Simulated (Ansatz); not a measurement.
# CdBi2: the cost of one run

Computed with Ansatz 0.2.0 (DFT PBE, scalar-relativistic, plane waves, PAW, unless a step's input says otherwise).

1 further run of the same task is left out (it didn't finish).

## Step 1: Starting point

Symmetry: P6_3/mmc, No. 194, hexagonal system. The conventional cell has a = 3.625 Å, b = 3.625 Å, c = 14.098 Å, α = 90.00°, β = 90.00°, γ = 120.00°. Around Cd (site symmetry -6m2) lie 6 Bi at 2.71 Å. Bi (site symmetry 3m) has 3 Cd at 2.71 Å as nearest neighbours.

Structure file:

```cif
data_structure
_symmetry_space_group_name_H-M 'P 1'
_symmetry_Int_Tables_number 1
_cell_length_a 3.6247
_cell_length_b 3.6247
_cell_length_c 14.0985
_cell_angle_alpha 90.000
_cell_angle_beta 90.000
_cell_angle_gamma 120.000
_cell_volume 160.41
loop_
_atom_site_label
_atom_site_type_symbol
_atom_site_fract_x
_atom_site_fract_y
_atom_site_fract_z
_atom_site_occupancy
Cd1 Cd 0.33333 0.66667 0.25000 1
Cd2 Cd 0.66667 0.33333 0.75000 1
Bi1 Bi 0.33333 0.66667 0.62750 1
Bi2 Bi 0.66667 0.33333 0.12750 1
Bi3 Bi 0.33333 0.66667 0.87250 1
Bi4 Bi 0.66667 0.33333 0.37250 1
```

(A quick probe on a coarse mesh, which set the mesh and smearing, is not shown.)

## Step 3: Coarse relaxation

The input, input.yaml:

```yaml
crystal:
  lattice:
    - [3.6246709976, 0.0, 0.0]
    - [-1.8123354988, 3.1390571643, 0.0]
    - [0.0, 0.0, 14.0984838136]
  atoms:
    - { symbol: Cd, position: [0.3333333333, 0.6666666667, 0.25] }
    - { symbol: Cd, position: [0.6666666667, 0.3333333333, 0.75] }
    - { symbol: Bi, position: [0.3333333333, 0.6666666667, 0.6275] }
    - { symbol: Bi, position: [0.6666666667, 0.3333333333, 0.1275] }
    - { symbol: Bi, position: [0.3333333333, 0.6666666667, 0.8725] }
    - { symbol: Bi, position: [0.6666666667, 0.3333333333, 0.3725] }
basis:
  ecutwfc: 420
kpoints:
  mp_grid: { grid: [6, 6, 2] }
hamiltonian:
  xc: pbe
scf:
  occupations: { method: gaussian, width: 0.1 }
  lower_state_search: "off"
output:
  forces: true
  stress: true
  eigenvalues: true
relax:
  adjacent_minimum: "off"
  f_tol: 0.04
  max_steps: 70
  cell: { stress_tol: 0.4 }
```

Run with:

```sh
$ ansatz run input.yaml --threads 1 --pin off --max-ram 2560MiB --backend cpu --events-out ev --progress --plain --runs-dir out
```

Q: Estimate wall time and peak memory on 1 thread of Arm Neoverse V1, shared host.

About 62 s, with a peak of 0.48 GiB.
